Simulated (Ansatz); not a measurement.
# SiO2 (Cristobalite): the cost of one run

Computed with Ansatz 0.2.0 (DFT, PBE, plane-wave PAW, default files, scalar-relativistic, as far as a step names no other, unless a step's input says otherwise).

## (1) The structure to begin with

Symmetry: P4_12_12, No. 92, tetragonal system. The conventional cell has a = 4.903 Å, b = 4.903 Å, c = 6.778 Å, α = 90.00°, β = 90.00°, γ = 90.00°. Si (site symmetry 2) has 4 O at 1.60 to 1.61 Å as nearest neighbours. Around O (site symmetry 1) lie 2 Si at 1.60 to 1.61 Å.

Structure file:

```
Si O
1.0
     4.90280    0.00000    0.00000
     0.00000    4.90280    0.00000
     0.00000    0.00000    6.77820
Si O
4 8
Cartesian
  1.5130 1.5130 0.0000
  0.9384 3.9644 1.6946
  3.3898 3.3898 3.3891
  3.9644 0.9384 5.0837
  1.1590 0.5874 1.2675
  1.8640 3.6104 2.9621
  3.7438 4.3154 4.6566
  3.0388 1.2924 6.3512
  3.6104 1.8640 3.8161
  4.3154 3.7438 2.1216
  1.2924 3.0388 0.4270
  0.5874 1.1590 5.5107
```

## (2) Gradients at the starting positions

File input.yaml:

```yaml
crystal:
  lattice:
    - [4.9028, 0.0, 0.0]
    - [0.0, 4.9028, 0.0]
    - [0.0, 0.0, 6.7782]
  atoms:
    - { symbol: Si, position: [0.3086, 0.3086, 0.0] }
    - { symbol: Si, position: [0.1914, 0.8086, 0.25] }
    - { symbol: Si, position: [0.6914, 0.6914, 0.5] }
    - { symbol: Si, position: [0.8086, 0.1914, 0.75] }
    - { symbol: O, position: [0.2364, 0.1198, 0.187] }
    - { symbol: O, position: [0.3802, 0.7364, 0.437] }
    - { symbol: O, position: [0.7636, 0.8802, 0.687] }
    - { symbol: O, position: [0.6198, 0.2636, 0.937] }
    - { symbol: O, position: [0.7364, 0.3802, 0.563] }
    - { symbol: O, position: [0.8802, 0.7636, 0.313] }
    - { symbol: O, position: [0.2636, 0.6198, 0.063] }
    - { symbol: O, position: [0.1198, 0.2364, 0.813] }
kpoints:
  mp_grid: { grid: [5, 5, 4] }
scf:
  occupations: { method: fermi_dirac, width: 0.02 }
hamiltonian:
  xc: pbe
  pseudopotentials: { kind: paw }
output:
  forces: true
  stress: true
  populations: true
  efg: { quadrupole_moments_barn: { O: -0.02558 }, contact_densities: true }
  write_density: true
  write_potential: true
  elf: true
  volumetric_format: npy
```

The run is started by

```console
ansatz run input.yaml --threads 1 --pin off --max-ram 2560MiB --backend cpu --events-out ev --progress --plain --runs-dir out
```

What time and memory should one allow on 1 thread of Intel Xeon 6975P-C (Granite Rapids), shared host?

About 9.3 s, with a peak of 0.46 GiB.
